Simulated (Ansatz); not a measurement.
# GeH₄S₄: a ladder of functionals and wavefunction methods

One table from this session's results is given with a row withheld; the runs are named, their logs left out.

Method: functionals in def2-TZVPP, the program's frozen cores in correlated methods; program: Ansatz 0.2.0, Gaussian basis.

The runs, in order: LDA (SPW92), PBE-D4, revPBE-D4, BLYP-D4, r2SCAN-D4, B97M-V, PBE0-D4, B3LYP-D4, r2SCANh-D4, r2SCAN0-D4, HSE06-D4, BHLYP-D4, CAM-B3LYP-D4, LC-ωPBE, ωB97X-V, ωB97M-V, B2PLYP, PBE-QIDH; CCSD(T)/def2-SVP; CCSD(T)/def2-TZVPP; MP2/def2-QZVPP; extrapolation to the limit; RPA on PBE.

## Structure used throughout

All runs share one geometry, relaxed beforehand with PBE0-D4 in a triple-zeta def2 set.

SMILES `[SH][Ge]([SH])([SH])[SH]`, 9 atoms, charge 0, spin multiplicity 1.

Atoms are counted from 1 here; the program's logs count them from 0.

Bond lengths: S1–Ge2 2.214 Å, S1–H6 1.345 Å, Ge2–S3 2.214 Å, Ge2–S4 2.214 Å, Ge2–S5 2.214 Å, S3–H7 1.345 Å, S4–H8 1.345 Å, S5–H9 1.345 Å. Angles: Ge2–S1–H6 93.4°, S1–Ge2–S3 106.9°, S1–Ge2–S4 106.9°, S1–Ge2–S5 114.8°, S3–Ge2–S4 114.8°, S3–Ge2–S5 106.9°, S4–Ge2–S5 106.9°, Ge2–S3–H7 93.4°, Ge2–S4–H8 93.4°, Ge2–S5–H9 93.4°.

The first run:

Contents of in.yaml:

```yaml
crystal:
  periodic: [false, false, false]
  atoms:
    - {symbol: S, position_ang: [-0.691382, 1.080362, -1.799331]}
    - {symbol: Ge, position_ang: [0.009874, -0.005206, -0.001892]}
    - {symbol: S, position_ang: [2.219820, 0.125526, 0.006874]}
    - {symbol: S, position_ang: [-0.797642, -2.062043, -0.137415]}
    - {symbol: S, position_ang: [-0.691393, 0.835429, 1.922316]}
    - {symbol: H, position_ang: [-1.980422, 0.760485, -1.587902]}
    - {symbol: H, position_ang: [2.332562, -0.342179, -1.248989]}
    - {symbol: H, position_ang: [-0.310157, -2.418638, 1.064187]}
    - {symbol: H, position_ang: [-0.002762, 1.979865, 1.765152]}
basis:
  gaussian: {orbitals: def2-TZVPP}
hamiltonian: {xc: lda}
output: {orbitals: {seedname: orbitals}}
```

Run with:

```console
ansatz run in.yaml --threads 2 --pin off --events-out ev --progress --plain --max-ram 20480MiB --backend cuda --devices 0, --max-vram 18GiB
```

Among the steps run: LDA; PBE-D4 (GGA); revPBE-D4 (GGA); BLYP-D4 (GGA); r2SCAN-D4 (meta-GGA); B97M-V (meta-GGA); PBE0-D4 (hybrid); B3LYP-D4 (hybrid); r2SCANh-D4 (hybrid); r2SCAN0-D4 (hybrid); HSE06-D4 (hybrid); BHLYP-D4 (hybrid); CAM-B3LYP-D4 (range-separated); LC-ωPBE (range-separated); ωB97X-V (range-separated); ωB97M-V (range-separated); B2PLYP (double hybrid); PBE-QIDH (double hybrid).

One table of the session follows, with a row left open; its other results are not shown here.

It belongs to the step «Frontier levels by functional». 

```
  functional  HOMO (eV)  gap (eV)
 LDA (SPW92)      -6.51      4.00
      PBE-D4      -6.39      4.14
   revPBE-D4          ?         ?
     BLYP-D4      -6.21      4.04
   r2SCAN-D4      -6.69      4.64
      B97M-V      -6.76      4.83
     PBE0-D4      -7.62      6.29
    B3LYP-D4      -7.36      5.76
  r2SCANh-D4      -7.14      5.42
  r2SCAN0-D4      -7.82      6.59
    HSE06-D4      -7.23      5.53
    BHLYP-D4      -8.69      8.38
CAM-B3LYP-D4      -8.92      8.62
     LC-ωPBE     -10.35     11.21
     ωB97X-V      -9.98     10.77
     ωB97M-V      -9.78     10.42
```

**Question.** Estimate the row for revPBE-D4.

**Answer.** HOMO (eV): -6.34; gap (eV): 4.19. In the column «HOMO (eV)» it lies between PBE-D4 (-6.39) and BLYP-D4 (-6.21).
